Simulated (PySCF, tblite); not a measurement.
# Cl₂GeH₄Si, a small molecule taken as a stand-in for a surface group: NMR shifts, core binding energies and electronic excitations

Aim: the NMR shifts, core binding energies and electronic excitations of `[SiH3][GeH]([Cl])[Cl]`.

Programs: tblite 0.8.0 and PySCF 2.14.0. All values are calculated, for the isolated system unless a continuum is named. Atoms count from 0, parts from 1.

### 1 Starting point

8 atoms, charge 0, multiplicity 1; geometry: distance geometry start.

### 2 Geometry optimisation with GFN2-xTB

Job settings and geometry (Å):

```
{"job": {"kind": "relax", "xc": "GFN2-xTB", "basis": "xTB"}, "charge": 0, "multiplicity": 1}
Ge     1.204264     0.601892     0.200799
Si     0.377082     1.692405     2.058796
Cl     1.610249    -1.546992     0.735495
Cl    -0.281981     0.675238    -1.436819
H      2.479413     1.243108    -0.238623
H      1.257269     1.477357     3.145621
H     -0.916002     1.183909     2.367935
H      0.301357     3.110111     1.783459
```

Level: GFN2-xTB geometry optimisation, gas phase.

Run with:

```console
> OMP_NUM_THREADS=1 python cluster_run.py task.json out
```

The driver reads the jobs from task.json and runs them one after another.

The log of the run:

```text
step      E/eV     max force
  0    -405.41604    1.465
  1    -405.50093    0.910
  2    -405.59347    0.457
  3    -405.60747    0.487
  4    -405.63784    0.713
  5    -405.66867    0.644
  6    -405.69165    0.300
  7    -405.69834    0.168
  8    -405.70074    0.143
  9    -405.70322    0.172
 10    -405.70726    0.247
 11    -405.71144    0.233
 12    -405.71382    0.133
 13    -405.71456    0.072
 14    -405.71473    0.033
 15    -405.71479    0.025
 16    -405.71481    0.014
 17    -405.71483    0.014
 18    -405.71486    0.019
 19    -405.71489    0.025
 20    -405.71492    0.019
 21    -405.71493    0.008
```

It took 0.57 s on 1 thread of Intel Xeon Platinum 8375C at 2.90GHz, shared host.

Relaxation path:

| step | energy from step 0 (eV) | largest force (eV/Å) |
| --- | --- | --- |
| 0 | 0.0000 | 1.4654 |
| 1 | -0.0849 | 0.9099 |
| 2 | -0.1774 | 0.4575 |
| 3 | -0.1914 | 0.4867 |
| 4 | -0.2218 | 0.7138 |
| 5 | -0.2526 | 0.6446 |
| 6 | -0.2756 | 0.2999 |
| 7 | -0.2823 | 0.1678 |
| 8 | -0.2847 | 0.1426 |
| 9 | -0.2872 | 0.1725 |
| 10 | -0.2912 | 0.2471 |
| 11 | -0.2954 | 0.2332 |
| 12 | -0.2978 | 0.1332 |
| 13 | -0.2985 | 0.0720 |
| 14 | -0.2987 | 0.0322 |
| 15 | -0.2987 | 0.0243 |
| 16 | -0.2988 | 0.0135 |
| 17 | -0.2988 | 0.0141 |
| 18 | -0.2988 | 0.0187 |
| 19 | -0.2989 | 0.0255 |
| 20 | -0.2989 | 0.0191 |
| 21 | -0.2989 | 0.0073 |

Close pairs (by a distance rule), those that changed most:

| bond | before (Å) | after (Å) | change (Å) |
| --- | --- | --- | --- |
| Ge0–Cl2 | 2.251 | 2.139 | -0.112 |
| Ge0–Si1 | 2.308 | 2.389 | +0.081 |
| Ge0–Cl3 | 2.213 | 2.139 | -0.074 |
| Ge0–H4 | 1.493 | 1.552 | +0.059 |
| Si1–H5 | 1.415 | 1.461 | +0.046 |
| Si1–H6 | 1.423 | 1.462 | +0.038 |
| Si1–H7 | 1.446 | 1.461 | +0.015 |

### 3 Optimising the geometry at PBE0-D3(BJ)/def2-SVP

Job settings and geometry (Å):

```
{"job": {"xc": "PBE0", "basis": "def2-SVP", "d3": "d3bj", "grid": 2, "kind": "geom", "shake": 0.01}, "charge": 0, "multiplicity": 1}
Ge     0.460336    -0.483887    -0.851286
Si    -0.424734     0.675220     1.058737
Cl     0.840435    -2.527778    -0.510574
Cl    -0.865858    -0.466440    -2.526642
H      1.759046     0.046192    -1.498629
H      0.491627     0.455530     2.174684
H     -1.738909     0.161257     1.380527
H     -0.475866     2.111352     0.745282
```

The log of the run:

```text
step   0  E = -3288.05674676  max force = 0.019777
step   1  E = -3288.06097844  max force = 0.007858
step   2  E = -3288.06147750  max force = 0.003329
step   3  E = -3288.06160764  max force = 0.000887
step   4  E = -3288.06163215  max force = 0.000719
step   5  E = -3288.06165680  max force = 0.000482
step   6  E = -3288.06166150  max force = 0.000194
optimisation converged
```

Run time: 41 s. Hardware: 1 thread of Intel Xeon Platinum 8375C at 2.90GHz, shared host; peak memory 0.53 GiB.

Along the way:

| step | energy from step 0 (eV) | largest force component (eV/Å) |
| --- | --- | --- |
| 0 | 0.0000 | 1.0170 |
| 1 | -0.1151 | 0.4041 |
| 2 | -0.1287 | 0.1712 |
| 3 | -0.1323 | 0.0456 |
| 4 | -0.1329 | 0.0370 |
| 5 | -0.1336 | 0.0248 |
| 6 | -0.1337 | 0.0100 |

Close pairs (by a distance rule), those that changed most:

| bond | before (Å) | after (Å) | change (Å) |
| --- | --- | --- | --- |
| Ge0–Cl2 | 2.107 | 2.164 | +0.058 |
| Si1–H6 | 1.447 | 1.490 | +0.043 |
| Si1–H5 | 1.461 | 1.492 | +0.031 |
| Ge0–Cl3 | 2.137 | 2.165 | +0.028 |
| Ge0–Si1 | 2.403 | 2.379 | -0.024 |
| Si1–H7 | 1.471 | 1.492 | +0.021 |
| Ge0–H4 | 1.545 | 1.536 | -0.009 |

The final coordinates are the input of the step that follows.

| at the end point | value |
| --- | --- |
| point group (found at 0.08 Å tolerance) | C1 |
| rotational constants (GHz, main isotopes) | 2.011, 1.903, 1.131 |
| dipole moment (D) | 2.48 |

### 4 Shielding tensors: PBE0/pcSseg-2

Job settings and geometry (Å):

```
{"job": {"kind": "nmr", "xc": "PBE0", "basis": "pcSseg-2"}, "charge": 0, "multiplicity": 1}
Ge     0.714189    -0.358269    -0.842482
Si    -0.393453     0.621578     1.020952
Cl     1.033383    -2.449460    -0.385163
Cl    -0.634600    -0.258281    -2.533233
H      2.061623     0.205726    -1.317912
H      0.449426     0.434167     2.237569
H     -1.697841    -0.082722     1.170468
H     -0.605694     2.074568     0.756766
```

With the program's defaults for keys left out, this is: GIAO PBE0/pcSseg-2 NMR shielding, non-relativistic, gas phase.

The log of the run:

```text
coarse grid: 36352 points
cycle   1  E = -3288.7102745272  dE = -6.094e-01  |g| = 1.107e+00  |ddm| = 2.120e+00
cycle   2  E = -3288.6100053743  dE =  1.003e-01  |g| = 1.411e+00  |ddm| = 1.009e+00
cycle   3  E = -3288.7985276344  dE = -1.885e-01  |g| = 1.183e-01  |ddm| = 6.745e-01
cycle   4  E = -3288.8005574501  dE = -2.030e-03  |g| = 3.779e-02  |ddm| = 1.052e-01
cycle   5  E = -3288.8009169082  dE = -3.595e-04  |g| = 4.772e-03  |ddm| = 3.485e-02
cycle   6  E = -3288.8009224395  dE = -5.531e-06  |g| = 1.108e-03  |ddm| = 4.592e-03
final grid: 69944 points
cycle   7  E = -3288.8009005796  dE = -7.369e-08  |g| = 1.123e-03  |ddm| = 2.100e-03
cycle   8  E = -3288.8009005038  dE =  7.574e-08  |g| = 1.303e-03  |ddm| = 1.892e-03
cycle   9  E = -3288.8009008239  dE = -3.201e-07  |g| = 2.041e-04  |ddm| = 1.011e-03
cycle  10  E = -3288.8009008293  dE = -5.414e-09  |g| = 1.753e-05  |ddm| = 1.120e-04
cycle  11  E = -3288.8009008293  dE = -3.502e-11  |g| = 3.814e-06  |ddm| = 1.233e-05
converged SCF energy = -3288.8009008293

GIAO shielding tensors (ppm)
atom      isotropic    diamagn.    paramagn.     s11        s22        s33       span
  0 Ge    1264.526    2756.343   -1491.817   1165.145   1306.236   1322.197    157.052
  1 Si     430.431     878.716    -448.284    420.990    423.817    446.487     25.497
  2 Cl     886.549    1148.032    -261.483    708.358    936.264   1015.025    306.667
  3 Cl     886.214    1148.094    -261.880    710.618    935.396   1012.628    302.010
  4 H       24.699      27.379      -2.680     18.085     19.952     36.059     17.974
  5 H       27.352      28.002      -0.650     23.762     25.361     32.933      9.171
  6 H       27.332      28.226      -0.893     24.080     25.919     31.998      7.918
  7 H       27.345      28.026      -0.681     23.809     25.244     32.981      9.172
```

Wall time 31 s (1 thread of Intel Xeon Platinum 8375C at 2.90GHz, shared host); peak memory 1.1 GiB.

Shifts follow as δ = σ(reference) − σ, with reference shieldings (ppm) from runs at the same level and on the same kind of geometry: ¹H TMS 31.25, ²⁹Si TMS 341.3, ⁷³Ge GeMe4 1337, ³⁵Cl HCl 941. The references are single molecules in the gas phase.

| atoms | environment | σ (ppm) | δ (ppm) |
| --- | --- | --- | --- |
| H4 | hydrogen on a germanium bonded to 2 Cl, Si | 24.70 | 6.55 |
| H6 | hydrogen on a silicon bonded to Ge | 27.33 | 3.91 |
| H7 | hydrogen on a silicon bonded to Ge | 27.34 | 3.90 |
| H5 | hydrogen on a silicon bonded to Ge | 27.35 | 3.89 |
| Ge0 | germanium bonded to 2 Cl, Si, H | 1265 | 73 |
| Si1 | silicon bonded to Ge, 3 H | 430.4 | -89.1 |
| Cl3 | chlorine bonded to Ge | 886 | 55 |
| Cl2 | chlorine bonded to Ge | 887 | 54 |

The run also stored atomic charges by several schemes (e):

| atoms | Mulliken | IAO | Hirshfeld | ESP fit |
| --- | --- | --- | --- | --- |
| Ge0 | 0.27 | 0.62 | 0.30 | 0.12 |
| Si1 | 0.50 | 0.33 | 0.23 | 0.21 |
| Cl2 | -0.24 | -0.31 | -0.16 | -0.15 |
| Cl3 | -0.24 | -0.31 | -0.16 | -0.15 |

Mayer bond orders: Ge0–Si1 0.87, Ge0–Cl2 1.05, Ge0–Cl3 1.05.

### 5 Core-electron binding energies: SCAN, X2C

Settings changed since step 4:

```diff
@@ -1,2 +1,2 @@
-{"job": {"kind": "nmr", "xc": "PBE0", "basis": "pcSseg-2"}, "charge": 0, "multiplicity": 1}
+{"job": {"kind": "xps", "holes": 5}, "charge": 0, "multiplicity": 1}
 Ge     0.714189    -0.358269    -0.842482
```

Method: delta-SCF UKS SCAN, pcX-2 on the ionised atom, pcseg-1 elsewhere, spin-free X2C.

The log of the run:

```text
ground state, core basis on atom 1 (Si), 143 functions
  cycle   1  E = -3309.51769627  |g| = 3.77e-01
  cycle   2  E = -3309.44046221  |g| = 6.14e-01
  cycle   3  E = -3309.56142143  |g| = 4.38e-02
  cycle   4  E = -3309.56204326  |g| = 1.46e-02
  cycle   5  E = -3309.56210871  |g| = 2.79e-03
  cycle   6  E = -3309.56211252  |g| = 7.65e-04
  cycle   7  E = -3309.56211367  |g| = 2.10e-04
  E(ground) = -3309.69228425 Eh
hole in Si 2p of atom 1
  cycle   1  E = -3305.26287289  |g| = 1.23e+00
  cycle   2  E = -3305.00157711  |g| = 1.17e+00
  cycle   3  E = -3305.52094670  |g| = 3.17e-01
  cycle   4  E = -3305.58628252  |g| = 1.39e-01
  cycle   5  E = -3305.59675302  |g| = 5.59e-02
  cycle   6  E = -3305.59894795  |g| = 6.57e-03
  cycle   7  E = -3305.59897011  |g| = 2.53e-03
  cycle   8  E = -3305.59897768  |g| = 4.73e-04
  E(ion) = -3305.73916133 Eh   <S^2> = 0.7533   hole on atom = 1.002   binding energy = 107.570 eV
  2p3/2 = 107.345 eV   2p1/2 = 107.968 eV
ground state, core basis on atom 2 (Cl), 143 functions
  cycle   1  E = -3309.65634255  |g| = 4.86e-01
  cycle   2  E = -3309.65649460  |g| = 4.79e-02
  cycle   3  E = -3309.65640095  |g| = 4.00e-02
  cycle   4  E = -3309.65675759  |g| = 1.11e-02
  cycle   5  E = -3309.65679177  |g| = 2.42e-03
  cycle   6  E = -3309.65679616  |g| = 3.54e-04
  E(ground) = -3309.81164791 Eh
hole in Cl 2p of atom 2
  cycle   1  E = -3301.59080951  |g| = 1.70e+00
  cycle   2  E = -3301.54935657  |g| = 1.28e+00
  cycle   3  E = -3301.99279857  |g| = 3.17e-01
  cycle   4  E = -3302.04015527  |g| = 1.99e-01
  cycle   5  E = -3302.06543702  |g| = 5.11e-02
  cycle   6  E = -3302.06713823  |g| = 1.13e-02
  cycle   7  E = -3302.06723868  |g| = 2.55e-03
  cycle   8  E = -3302.06724282  |g| = 5.05e-04
  cycle   9  E = -3302.06724465  |g| = 1.91e-04
  E(ion) = -3302.23142762 Eh   <S^2> = 0.7522   hole on atom = 1.001   binding energy = 206.268 eV
  2p3/2 = 205.686 eV   2p1/2 = 207.339 eV
ground state, core basis on atom 3 (Cl), 143 functions
  cycle   1  E = -3309.65610869  |g| = 4.86e-01
  cycle   2  E = -3309.65621248  |g| = 4.97e-02
  cycle   3  E = -3309.65601008  |g| = 4.62e-02
  cycle   4  E = -3309.65648682  |g| = 1.11e-02
  cycle   5  E = -3309.65653006  |g| = 2.10e-03
  cycle   6  E = -3309.65653166  |g| = 2.68e-04
  E(ground) = -3309.81165250 Eh
hole in Cl 2p of atom 3
  cycle   1  E = -3301.59055851  |g| = 1.70e+00
  cycle   2  E = -3301.54747897  |g| = 1.28e+00
  cycle   3  E = -3301.99182498  |g| = 3.20e-01
  cycle   4  E = -3302.04029896  |g| = 2.00e-01
  cycle   5  E = -3302.06564403  |g| = 5.14e-02
  cycle   6  E = -3302.06736026  |g| = 1.14e-02
  cycle   7  E = -3302.06746390  |g| = 2.53e-03
  cycle   8  E = -3302.06746618  |g| = 4.56e-04
  E(ion) = -3302.23202111 Eh   <S^2> = 0.7523   hole on atom = 1.001   binding energy = 206.252 eV
  2p3/2 = 205.669 eV   2p1/2 = 207.322 eV
```

Run time: 14 s. Hardware: 1 thread of Intel Xeon Platinum 8375C at 2.90GHz, shared host; peak memory 0.49 GiB.

Binding energies by hole, beside the orbital energy of the ground state; the difference holds orbital relaxation and, for a density functional, its self-interaction error:

| hole | stands for | environment | ΔSCF (eV; 2p as the shell's mean) | −ε (eV) | ⟨S²⟩ |
| --- | --- | --- | --- | --- | --- |
| Si2p on Si1 | Si1 | silicon bonded to Ge, 3 H | 107.55 | 97.0 | 0.753 |
| Cl2p on Cl2 | Cl2 | chlorine bonded to Ge | 206.24 | 193.5 | 0.752 |
| Cl2p on Cl3 | Cl3 | chlorine bonded to Ge | 206.22 | 193.5 | 0.752 |

With the spin-orbit splitting: Si1 2p3/2 107.34, 2p1/2 107.97 eV; Cl2 2p3/2 205.69, 2p1/2 207.34 eV; Cl3 2p3/2 205.67, 2p1/2 207.32 eV. The table gives each 2p level as the mean over the whole 2p shell (two parts 2p3/2, one part 2p1/2), which differs a little from the single hole in the log.

### 6 TDDFT and polarisability: CAM-B3LYP/def2-SVPD

Settings changed since step 5:

```diff
@@ -1,2 +1,2 @@
-{"job": {"kind": "xps", "holes": 5}, "charge": 0, "multiplicity": 1}
+{"job": {"kind": "uv", "xc": "CAM-B3LYP", "basis": "def2-SVPD", "nstates": 6, "ntriplets": 2, "ip": true}, "charge": 0, "multiplicity": 1}
 Ge     0.714189    -0.358269    -0.842482
```

Level: TDDFT CAM-B3LYP/def2-SVPD, vertical, gas phase, core orbitals frozen in the response.

The log of the run:

```text
coarse grid: 36352 points
cycle   1  E = -3288.8336065639  dE = -5.678e-01  |g| = 5.655e-01  |ddm| = 2.916e+00
cycle   2  E = -3288.8269140961  dE =  6.692e-03  |g| = 6.528e-01  |ddm| = 1.388e+00
cycle   3  E = -3288.9047703103  dE = -7.786e-02  |g| = 1.920e-02  |ddm| = 6.863e-01
cycle   4  E = -3288.9049239464  dE = -1.536e-04  |g| = 1.141e-02  |ddm| = 7.041e-02
cycle   5  E = -3288.9049624433  dE = -3.850e-05  |g| = 2.101e-03  |ddm| = 2.011e-02
cycle   6  E = -3288.9049638474  dE = -1.404e-06  |g| = 5.103e-04  |ddm| = 5.263e-03
final grid: 69944 points
cycle   7  E = -3288.9049062247  dE = -1.033e-07  |g| = 3.479e-04  |ddm| = 1.631e-03
cycle   8  E = -3288.9049062380  dE = -1.326e-08  |g| = 3.165e-04  |ddm| = 9.808e-04
cycle   9  E = -3288.9049062658  dE = -2.785e-08  |g| = 5.399e-05  |ddm| = 4.389e-04
cycle  10  E = -3288.9049062663  dE = -5.134e-10  |g| = 1.241e-05  |ddm| = 5.391e-05
converged SCF energy = -3288.9049062663

Static polarisability (au): isotropic 88.960, principal 76.453 92.174 98.254

Singlet excitations
state   eV       nm        f      main configurations
  1   6.1750    200.8   0.06720   H->L 0.90
  2   6.5111    190.4   0.00991   H->L+1 0.87
  3   6.8876    180.0   0.02118   H-1->L 0.74, H-2->L+1 0.14
  4   7.0875    174.9   0.06876   H-2->L 0.72, H-1->L+1 0.11
  5   7.1363    173.7   0.00484   H-3->L 0.82
  6   7.2358    171.3   0.13386   H->L+2 0.81

Triplet excitations (Tamm-Dancoff, eV): 5.5882 5.9161
Vertical ionisation energy (delta-SCF) = 10.4858 eV
Vertical electron affinity (delta-SCF) = -0.4449 eV
```

Run time: 97 s. Hardware: 1 thread of Intel Xeon Platinum 8375C at 2.90GHz, shared host; peak memory 0.73 GiB.

The orbitals next to the gap, with their largest atomic shares:

| orbital | eV | atoms |
| --- | --- | --- |
| HOMO−3 | -10.76 | Cl2 47 %, Cl3 44 %, Ge0 7 % |
| HOMO−2 | -10.72 | Cl3 41 %, Cl2 38 %, Ge0 14 % |
| HOMO−1 | -10.47 | Cl3 49 %, Cl2 48 % |
| HOMO | -9.67 | Cl3 23 %, Cl2 23 %, Ge0 20 % |
| LUMO | -0.20 | Ge0 24 %, Cl3 20 %, Cl2 20 % |
| LUMO+1 | 0.24 | Ge0 32 %, Si1 18 %, Cl2 16 % |
| LUMO+2 | 0.47 | Si1 28 %, Ge0 28 %, H4 15 % |

With each of the 6 states as a Gaussian band of 0.4 eV half-width at 1/e, the curve within the window shown has maxima at 200 nm (ε 3,000), 174 nm (ε 8,700) L/(mol cm). Beyond the last state computed it falls off for lack of states. The curve at chosen wavelengths:

| nm | ε (L/mol/cm) |
| --- | --- |
| 165 | 4016 |
| 167 | 5603 |
| 170 | 7687 |
| 172 | 8498 |
| 174 | 8678 |
| 176 | 8252 |
| 179 | 6832 |
| 181 | 5683 |
| 183 | 4605 |
| 186 | 3393 |
| 188 | 2922 |
| 190 | 2700 |
| 192 | 2670 |
| 195 | 2820 |
| 197 | 2940 |
| 199 | 3008 |
| 201 | 2986 |
| 204 | 2763 |
| 206 | 2505 |
| 208 | 2188 |
| 211 | 1671 |
| 213 | 1338 |
| 215 | 1038 |
| 217 | 781 |
| 220 | 483 |
| 222 | 339 |

Ground-state properties from the same run:

| property | computed |
| --- | --- |
| dipole moment (D) | 2.80 |
| polarisability (Å³) | 13.18 |
| HOMO–LUMO gap (eV) | 9.47 |
| −ε(HOMO) (eV) | 9.67 |

### 7 Summary of results

| quantity | value |
| --- | --- |
| point group | C1 |
| rotational constants (main isotopes) | 2.01, 1.90, 1.13 GHz |
| ¹H shifts against TMS (PBE0/pcSseg-2) | 6.55, 3.91, 3.90, 3.89 ppm |
| ⁷³Ge shifts against GeMe4 (PBE0/pcSseg-2) | 73 ppm |
| ²⁹Si shifts against TMS (PBE0/pcSseg-2) | -89.1 ppm |
| ³⁵Cl shifts against HCl (PBE0/pcSseg-2) | 55, 54 ppm |
| Cl2p binding energies, SCAN/pcX-2 | Cl2 206.24, Cl3 206.22 eV |
| Si2p binding energies, SCAN/pcX-2 | Si1 107.55 eV |
| lowest singlet (CAM-B3LYP/def2-SVPD) | 6.17 eV (201 nm), f = 0.067 |
| brightest single state of those computed | state 6, 7.24 eV, f = 0.134 |
| lowest triplet | 5.59 eV |
| vertical ionisation energy (ΔSCF) | 10.49 eV |
| vertical electron affinity (ΔSCF) | -0.44 eV (unbound: the value hangs on the basis) |

In words: Relaxing lowered the energy by 0.134 eV in 6 steps; the close pair that moved most is Ge0–Cl2, from 2.107 to 2.164 Å (PBE0/def2-SVP). No frequency check was run at this level, so the end point may be a saddle. The Cl2p levels computed lie within 0.02 eV of one another, too close to rank. The lowest singlet, at 6.17 eV, is HOMO→LUMO 0.90 and is bright; of the 6 states computed, the strongest absorption comes from state 6 at 7.24 eV (the last computed, so partners may be missing). The lowest triplet lies 0.59 eV below the lowest singlet (triplets in Tamm-Dancoff, singlets in full TDDFT). ΔSCF puts the ionisation energy at 10.49 eV, 0.81 eV above −ε(HOMO). Spin-orbit coupling is left out, which matters for shieldings and couplings at and beside the heavy atoms.
